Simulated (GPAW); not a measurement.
# NbTe (P-6m2) in GPAW: a series of runs, part 2 of 2

GPAW 26.7.0.

## Step 5: Band structure, r2SCAN

run.py

```python
from ase import Atoms
from ase.dft.bandgap import bandgap
from ase.io import write
from ase.units import GPa
from gpaw import GPAW, PW

atoms = Atoms(['Te', 'Nb'],
              cell=[[3.7029743866, 0.0, 0.0],
                    [-1.8514871933, 3.2068698884, 0.0],
                    [0.0, 0.0, 3.694211]],
              scaled_positions=[[0.6666666667, 0.3333333333, 0.0],
                                [0.0, 0.0, 0.5]],
              pbc=True)

calc = GPAW(mode=PW(600),
            xc='MGGA_X_R2SCAN+MGGA_C_R2SCAN',
            kpts={'size': (8, 8, 7), 'gamma': True},
            occupations={'name': 'fermi-dirac', 'width': 0.05},
            nbands=20,
            convergence={'density': 1e-05, 'energy': 1e-05},
            maxiter=150,
            txt='gpaw.txt')
atoms.calc = calc
energy = atoms.get_potential_energy()
forces = atoms.get_forces()
stress = atoms.get_stress()
calc.write('gs.gpw')
write('result.traj', atoms)
print(f'Energy: {energy:.6f} eV')
print('Forces (eV/A):')
print(forces.round(4))
print('Stress (GPa):', (stress / GPa).round(3))
print('Fermi level:', round(calc.get_fermi_level(), 4), 'eV')
print(f'Gap: {bandgap(calc)[0]:.4f} eV, direct: {bandgap(calc, direct=True)[0]:.4f} eV')

path = atoms.cell.bandpath('GMKGALHA,LM,KH', npoints=100, eps=1e-4)
bs_calc = calc.fixed_density(kpts=path, symmetry='off', nbands=32,
                             convergence={'bands': 'CBM+6.0', 'eigenstates': 1e-6}, txt='bands.txt')
bs = bs_calc.band_structure()
bs.write('bs.json')
print(f'Gap on the path: {bandgap(bs_calc)[0]:.4f} eV')
```

Potentials or basis: GPAW PAW data sets (gpaw-data 1.2.1), pw.

Launch:

```bash
$ OMP_NUM_THREADS=1 python run.py
```

gpaw.txt:

```text
__  _  _
 | _ |_)|_||  |
 |__||  | ||/\| - 26.7.0

Input parameters:
  mode=PW(ecut=600.0),
  convergence={'density': 1e-05, 'energy': 1e-05},
  kpts=MonkhorstPack(size=(8, 8, 7), gamma=True),
  maxiter=150,
  nbands=20,
  occupations=Occupations(name='fermi-dirac', width=0.05),
  xc=XC(name='MGGA_X_R2SCAN+MGGA_C_R2SCAN')

Diagonalizing LCAO Hamiltonian
Converting LCAO to pw mode

       Nb

            Te

Atoms  # Å, Bohr magnetons
|   | symbol |        x |        y |        z |    initial magnetic moments |
|---|--------|----------|----------|----------|-----------------------------|
| 0 |     Te | 1.851487 | 1.068957 | 0.000000 | ( 0.0000,  0.0000,  0.0000) |
| 1 |     Nb | 0.000000 | 0.000000 | 1.847106 | ( 0.0000,  0.0000,  0.0000) |

Unit cell  # Å
| periodic |         x |        y |        z |  lengths |     angles |
|----------|-----------|----------|----------|----------|------------|
|      yes |  3.702974 | 0.000000 | 0.000000 | 3.702974 |  90.000000 |
|      yes | -1.851487 | 3.206870 | 0.000000 | 3.702974 |  90.000000 |
|      yes |  0.000000 | 0.000000 | 3.694211 | 3.694211 | 120.000000 |

Number of symmetries: 12
Symmetry operations  # r_c * U_cc + t_c -> r_c
|    | kind |            matrix            |
|----|------|------------------------------|
|  0 |  σ   |  1, 1, 0,  0,-1, 0,  0, 0, 1 |
|  1 |  C2  |  1, 1, 0,  0,-1, 0,  0, 0,-1 |
|  2 |  E   |  1, 0, 0,  0, 1, 0,  0, 0, 1 |
|  3 |  σ   |  1, 0, 0,  0, 1, 0,  0, 0,-1 |
|  4 |  C3  |  0, 1, 0, -1,-1, 0,  0, 0, 1 |
|  5 |  S3  |  0, 1, 0, -1,-1, 0,  0, 0,-1 |
[... 134 lines left out ...]
- Maximum [total energy] change in last 3 cyles: 1e-05 eV / valence electron
- Maximum integral of absolute [eigenst]ate change: 4e-08 eV^2 / valence electron
maximum number of iterations: 150

SCF iterations
|iter     | |      energy | eigst |  dens |
|---------|-|-------------|-------|-------|
|iter:   1| |  -45.704592 | +0.23 |       |
|iter:   2| |  -40.787126 | -1.48 | -1.11 |
|iter:   3| |  -40.742440 | -1.10 | -1.14 |
|iter:   4| |  -40.565699 | -2.00 | -1.30 |
|iter:   5| |  -40.578106 | -2.88 | -1.75 |
|iter:   6| |  -40.579658 | -3.78 | -2.32 |
|iter:   7| |  -40.579619 | -5.01 | -2.93 |
|iter:   8| |  -40.579639c| -6.00 | -3.64 |
|iter:   9| |  -40.579641c| -7.39 | -4.14 |
|iter:  10| |  -40.579642c| -8.35c| -4.67 |
|iter:  11| |  -40.579642c| -8.94c| -5.38c|

Converged in 11 steps
Energy contributions relative to reference atoms: (reference = -288696.831223)

Energy contributions:
  Kinetic:          -2.636590
  Coulomb:          -0.074917
  Zero:             -0.227128
  External:          0.000000
  Xc:              -37.635644
  Entropy:          -0.010723
  Spinorbit:         0.000000
  ----------------------------
  Free energy:     -40.585003
  Extrapolated:    -40.579642

dipole moment: (-3.992177, -13.309068, -15.604882)  # |e|*Ang

Fermi level: 10.957
Eigenvalues  # (at kpt = [0.000, 0.000, 0.000])
| band index |      eig [eV] | occ [0-2] |
|------------|---------------|-----------|
|          0 |       -46.568 |     2.000 |
|          1 |       -22.094 |     2.000 |
|          2 |       -21.895 |     2.000 |
|          3 |       -21.895 |     2.000 |
|          4 |        -3.968 |     2.000 |
|          5 |         7.543 |     2.000 |
[... 9 lines left out ...]
|         15 |        18.374 |     0.000 |
|         16 |        18.374 |     0.000 |
|        ... |               |           |
|         19 |        24.740 |     0.000 |

No gap
No difference between direct/indirect transitions

Forces  # eV/Ang
|       x |       y |       z |
|---------|---------|---------|
| 0.00000 | 0.00000 | 0.00000 |  # Te   0
| 0.00000 | 0.00000 | 0.00000 |  # Nb   1

Stress tensor  # eV/Ang^3
|        x |        y |        z |
|----------|----------|----------|
| 0.012254 | 0.000000 | 0.000000 |
| 0.000000 | 0.012254 | 0.000000 |
| 0.000000 | 0.000000 | 0.014752 |

# Writing to gs.gpw (mode='')
```

stdout:

```text
Energy: -40.579642 eV
Forces (eV/A):
[[0. 0. 0.]
 [0. 0. 0.]]
Stress (GPa): [1.963 1.963 2.364 0.    0.    0.   ]
Fermi level: 10.9569 eV
Gap: 0.0000 eV, direct: 0.0000 eV
Gap on the path: 0.0000 eV
```

Wall time 2.5 min (1 thread of Arm Neoverse V2, shared host); peak memory 0.43 GiB.

What came out:

| Quantity | Value |
| --- | --- |
| Free energy | -40.5850 eV |
| Pressure | -2.1 GPa |
| Band gap along the path | none (metal or under the smearing width) |

Levels at the corners of the path, in eV from the Fermi level:
```csv
point,band 7,band 8,band 9,band 10,band 11,band 12
Γ,-3.41,-3.08,-2.62,0.11,0.11,2.53
M,-4.15,-2.89,-2.72,-0.25,1.31,1.62
K,-5.79,-4.09,-1.02,-0.18,0.27,0.51
Γ,-3.41,-3.08,-2.62,0.11,0.11,2.53
A,-2.87,-2.87,-1.03,-1.03,0.77,1.69
L,-6.25,-4.57,-1.51,1.21,1.41,1.96
H,-6.13,-4.84,-1.22,1.25,1.81,2.36
A,-2.87,-2.87,-1.03,-1.03,0.77,1.69
L,-6.25,-4.57,-1.51,1.21,1.41,1.96
M,-4.15,-2.89,-2.72,-0.25,1.31,1.62
K,-5.79,-4.09,-1.02,-0.18,0.27,0.51
H,-6.13,-4.84,-1.22,1.25,1.81,2.36
```

Caveat: the PAW data sets were made with another functional, which shifts forces and pressure a little; spin-orbit coupling is left out, which moves the levels of the heavy elements.

## Step 6: The runs side by side

| level | potentials or basis | eigensolver | pressure (GPa) |
| --- | --- | --- | --- |
| RPBE | the program's PAW data sets (release 1.2.1) made for this functional, pw | - | 0.7 |
| revPBE | the program's PAW data sets (release 1.2.1) made for this functional, pw | - | 0.1 |
| BLYP | PAW data sets generated in the run's folder for this functional, pw | davidson | 5.5 |
| r2SCAN | GPAW PAW data sets (gpaw-data 1.2.1), pw | - | -2.1 |

Alike in all rows: task band structure; no spin polarisation; cell as given; k mesh 8 × 8 × 7; cutoff (eV) 600; smearing fermi-dirac 0.05 eV.

Caveats: spin-orbit coupling is left out, which moves the levels of the heavy elements; the PAW data sets were made with another functional, which shifts forces and pressure a little (some runs).

Absolute energies hang on the potentials; compare differences alone.
